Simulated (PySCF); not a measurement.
# ZnSi: from the state search to spectroscopic constants

Aim: find the lowest electronic state of ZnSi, scan its bond at several levels of theory, and get bond length, wavenumber and dissociation energy from each curve.

The runs use PySCF 2.14.0; Zn 6-31G(d,p), Si 6-31G(d,p), no relativity.

**1. Input**

Settings of the job:

```
atoms                         : Zn, Si
charge                        : 0
basis                         : Zn 6-31G(d,p), Si 6-31G(d,p)
Hamiltonian                   : no relativity
basis functions               : 52
electrons treated             : 44
masses in u                   : 63.9291, 27.9769
levels                        : PBE0, PBE, r²SCAN, M06, r²SCANh, PW91, HSE06, HF, MP2, SCS-MP2, CCSD, CCSD(T)
grid                          : 80 radial by 434 angular points
occupations                   : held fixed by the projection of orbital angular momentum
dissociation limit            : Zn + Si, each in its ground configuration
starting distance in angstrom : 2.305
values of 2S to try           : 0, 2
```

The run is started by

```sh
$ OMP_NUM_THREADS=1 python dia.py task.json out
```

The runs that follow: PBE0 along the bond; Other states along the same grid; PBE (GGA); r²SCAN; M06 (hybrid meta-GGA); r²SCANh; PW91; HSE06 (range-separated hybrid); ROHF (mean field); MP2 and coupled cluster.

**Question.** What will these runs give? Wanted: for each run, Re; ωe; De; μ.

As calculated:

Lowest PBE0 solution found, without spin–orbit coupling: ³Σ⁻ (triplet), unpaired electrons π ↑↑. State 2 has its PBE0 minimum 0.28 eV higher, as a spin-mixed determinant (⟨S²⟩ = 1.01), so this is no gap between pure states. State 3 has its PBE0 minimum 0.87 eV higher. State 4 has its PBE0 minimum 1.01 eV higher, as a spin-mixed determinant (⟨S²⟩ = 1.01), so this is no gap between pure states. The other levels ran on the lowest alone.

```csv
level,Re (Å),ωe (cm⁻¹),De (eV),μ (D)
ROHF,2.627,139.5,0.218,-3.04
ROHF-MP2,2.341,281.2,0.83,n/a
ROHF-SCS-MP2,2.378,258.7,0.67,n/a
ROHF-CCSD,2.396,253.1,0.66,n/a
ROHF-CCSD(T),2.372,268.9,0.76,n/a
PBE,2.272,315,1.52,-2.56
PW91,2.269,315,1.53,-2.51
r²SCAN,2.264,321,1.53,-2.81
r²SCANh,2.279,312,1.42,-2.92
PBE0,2.307,296.0,1.27,-2.99
M06,2.277,315,1.26,-1.89
HSE06,2.304,297.2,1.28,-2.88
```

De is counted to Zn + Si in their ground configurations. A positive dipole means Zn(−)Si(+).

In words: Bond lengths run from 2.264 Å (r²SCAN) to 2.627 Å (ROHF). CCSD(T) can't serve as the judge here: for a weak bond in this basis it is far from its limit. Of the levels with a De here, ROHF gives the least (0.218 eV) and PW91 the most (1.53 eV).

Correlated steps freeze 10 core orbitals.
